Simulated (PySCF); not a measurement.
**One shape, several levels: CH7AsBS− (SMILES CS[BH2-][AsH2])**

We compute a comparison of 6 runs (HF/STO-3G, SVWN5/STO-3G, B3LYP/6-31G*, CAM-B3LYP/6-31G**, SVWN5/6-31G**, SVWN5/def2-SVP) of CH7AsBS−. The job is set up through a Python script.

The results are computed with PySCF 2.14.0.

### Step 1. Starting point

CH7AsBS− has 11 atoms, charge -1, and is taken as a singlet. As SMILES, `CS[BH2-][AsH2]`. Geometry: a GFN2-xTB relaxation, a rough one for these elements and not checked as a minimum. This is one conformer, not always the lowest.

Bond lengths: C1–S2 1.816 Å, S2–B3 1.950 Å, B3–As4 2.080 Å, C1–H5 1.092 Å, C1–H6 1.090 Å, C1–H7 1.088 Å, B3–H8 1.208 Å, B3–H9 1.208 Å, As4–H10 1.531 Å, As4–H11 1.526 Å. Some angles: C1–S2–B3 98.7°, S2–B3–As4 110.7°, S2–C1–H5 109.6°, S2–C1–H6 109.3°, S2–C1–H7 108.7°, S2–B3–H8 105.2°, S2–B3–H9 106.9°, As4–B3–H8 108.8°, As4–B3–H9 113.1°, B3–As4–H10 98.9°.

### Step 2. Energy and gradient at HF/STO-3G (run 1)

Input file run.py:

```python
# CS[BH2-][AsH2]
from pyscf import gto, scf

mol = gto.M(
    atom='''
C      0.013090     1.808220    -0.188260
S      0.537890     0.956530     1.326950
B     -0.149970    -0.822650     0.920310
As     0.945050    -1.699730    -0.614690
H      0.416310     1.288310    -1.059830
H     -1.075550     1.812500    -0.241530
H      0.386660     2.829940    -0.160950
H      0.013410    -1.464720     1.930140
H     -1.321150    -0.693650     0.654030
H      0.200300    -1.099330    -1.810220
H      0.033960    -2.915430    -0.755960
''',
    max_memory=1860,
    charge=-1,
    basis='sto-3g',
    verbose=4,
)

mf = scf.RHF(mol)
mf.conv_tol = 1e-10
mf.kernel()
if not mf.converged:
    mf = mf.newton().run(mf.mo_coeff, mf.mo_occ)

e_tot = mf.e_tot
print(f'total energy: {e_tot:.8f} hartree')
grad = mf.nuc_grad_method().kernel()
dip = mf.dip_moment()
pop, q = mf.mulliken_pop()
```

Command:

```bash
OMP_NUM_THREADS=1 python run.py
```

The log of the run:

```text
PySCF version 2.14.0

[... 63 lines left out ...]
converged SCF energy = -2668.24903053835
total energy: -2668.24903054 hartree
[... 12 lines left out ...]
WARN: System has nonzero charge -1; the dipole moment is origin-dependent.
[... 2 lines left out ...]
Dipole moment(X, Y, Z, Debye): -1.53609,  2.67139, -2.93430
[... 56 lines left out ...]
charge of   10H =     -0.16619
```

It took 3.9 s on 1 thread of Intel Xeon at 2.70GHz, shared host; peak memory 0.12 GiB.

### Step 3. Energy and forces at SVWN5/STO-3G (run 2)

Input file input.py:

```python
import pyscf.grad
from pyscf import gto, dft

mol = gto.M(
    atom='''
C      0.013090     1.808220    -0.188260
S      0.537890     0.956530     1.326950
B     -0.149970    -0.822650     0.920310
As     0.945050    -1.699730    -0.614690
H      0.416310     1.288310    -1.059830
H     -1.075550     1.812500    -0.241530
H      0.386660     2.829940    -0.160950
H      0.013410    -1.464720     1.930140
H     -1.321150    -0.693650     0.654030
H      0.200300    -1.099330    -1.810220
H      0.033960    -2.915430    -0.755960
''',
    verbose=4,
    max_memory=1860,
    basis='sto-3g',
    charge=-1,
    spin=0,
)

ks = dft.RKS(mol, xc='svwn')
ks.grids.level = 5
ks.conv_tol = 1e-10
ks.kernel()
if not ks.converged:
    ks = ks.newton().run(ks.mo_coeff, ks.mo_occ)

etot = ks.e_tot
print(f'total energy: {etot:.8f} hartree')
grad = ks.Gradients().kernel()
ks.analyze()
```

Command:

```bash
OMP_NUM_THREADS=1 python input.py
```

The log of the run:

```text
PySCF version 2.14.0

[... 94 lines left out ...]
Total Energy =                       -2665.104320978681244
[... 8 lines left out ...]
MO #2   energy= -86.2435475554671  occ= 2
[... 6 lines left out ...]
MO #9   energy= -5.87443229482557  occ= 2
[... 6 lines left out ...]
MO #16  energy= -3.8572501817838   occ= 2
[... 6 lines left out ...]
MO #23  energy= -0.156267390397469 occ= 2
[... 6 lines left out ...]
MO #30  energy= 0.0146416406776264 occ= 2
[... 6 lines left out ...]
MO #37  energy= 0.469864380928413  occ= 0
[... 6 lines left out ...]
MO #44  energy= 0.764429603206214  occ= 0
[... 59 lines left out ...]
WARN: System has nonzero charge -1; the dipole moment is origin-dependent.
Location of origin: [0. 0. 0.]

Dipole moment(X, Y, Z, Debye): -1.88224,  2.82776, -3.10704
```

Run time: 9.3 s. Hardware: 1 thread of Intel Xeon at 2.70GHz, shared host; peak memory 0.28 GiB.

Runs 3 to 5 aren't shown in full; the table further down has their settings and results.

### Step 4. Energy and gradient at SVWN5/def2-SVP (run 6)

Input file run.py:

```python
from pyscf import gto, dft

mol = gto.Mole()
mol.atom = '''
C        0.013090       1.808220      -0.188260
S        0.537890       0.956530       1.326950
B       -0.149970      -0.822650       0.920310
As       0.945050      -1.699730      -0.614690
H        0.416310       1.288310      -1.059830
H       -1.075550       1.812500      -0.241530
H        0.386660       2.829940      -0.160950
H        0.013410      -1.464720       1.930140
H       -1.321150      -0.693650       0.654030
H        0.200300      -1.099330      -1.810220
H        0.033960      -2.915430      -0.755960
'''
mol.max_memory = 1860
mol.spin = 0
mol.charge = -1
mol.basis = 'def2-svp'
mol.verbose = 4
mol.build()

mf = dft.RKS(mol, xc='svwn')
mf.grids.level = 5
mf.conv_tol = 1e-10
mf.kernel()
if not mf.converged:
    mf = mf.newton().run(mf.mo_coeff, mf.mo_occ)

etot = mf.e_tot
print('Final energy', etot)
grad = mf.nuc_grad_method().kernel()
mf.analyze()
```

Command:

```bash
OMP_NUM_THREADS=1 python run.py
```

The log of the run:

```text
PySCF version 2.14.0

[... 83 lines left out ...]
converged SCF energy = -2695.49342917591
[... 29 lines left out ...]
MO #8   energy= -7.41636445633551  occ= 2
[... 14 lines left out ...]
MO #23  energy= -0.388444982217046 occ= 2
[... 14 lines left out ...]
MO #38  energy= 0.223595359735095  occ= 0
[... 14 lines left out ...]
MO #53  energy= 0.565591327968897  occ= 0
[... 14 lines left out ...]
MO #68  energy= 0.859425949985078  occ= 0
[... 14 lines left out ...]
MO #83  energy= 1.58185415003566   occ= 0
[... 14 lines left out ...]
MO #98  energy= 2.08261456170749   occ= 0
[... 14 lines left out ...]
MO #113 energy= 3.10873922234262   occ= 0
[... 128 lines left out ...]
WARN: System has nonzero charge -1; the dipole moment is origin-dependent.
Location of origin: [0. 0. 0.]

Dipole moment(X, Y, Z, Debye): -1.91108,  2.98854, -2.73627
```

It took 35 s on 1 thread of Intel Xeon at 2.70GHz, shared host; peak memory 0.66 GiB.

### Step 5. Overview of the runs

| run | level | integration grid | energy (Eh) | HOMO energy (eV) | LUMO energy (eV) | HOMO–LUMO gap (eV) | wall time |
| --- | --- | --- | --- | --- | --- | --- | --- |
| 1 | HF/STO-3G | – | -2668.249031 | 0.19 | 16.45 | 16.27 | 3.9 s |
| 2 | SVWN5/STO-3G | 5 | -2665.104321 | 5.07 | 10.87 | 5.80 | 9.3 s |
| 3 | B3LYP/6-31G* (spherical functions) | 5 | -2701.042151 | -0.52 | 5.51 | 6.03 | 51 s |
| 4 | CAM-B3LYP/6-31G** (spherical functions) | 5 | -2701.065363 | -2.02 | 6.81 | 8.83 | 2.1 min |
| 5 | SVWN5/6-31G** (spherical functions) | 5 | -2695.632142 | 0.31 | 4.75 | 4.43 | 54 s |
| 6 | SVWN5/def2-SVP | 5 | -2695.493429 | 0.39 | 4.61 | 4.21 | 35 s |

### Step 6. Outcome

| quantity | value |
| --- | --- |
| run 6: total energy | -2695.49343 Eh |
| run 6: HOMO energy | 0.39 eV |
| run 6: LUMO energy | 4.61 eV |
| run 6: HOMO–LUMO gap (to an unbound level, set by the basis) | 4.21 eV |
| run 6: largest force on an atom | 1.158 eV/Å |

What this shows: The HOMO–LUMO gap runs from 4.21 eV (SVWN5/def2-SVP) to 16.27 eV (HF/STO-3G). The two ends differ in method and basis. The empty levels of an anion lie above zero and hang on the basis. Totals of different functionals can't be ranked against each other. In runs 1, 2, 5, 6 the HOMO lies above zero, so the outermost electron may be held by the basis alone. In runs 1, 2 the basis is minimal, so the values are rough. All runs together took 4.6 min, the longest 2.1 min.
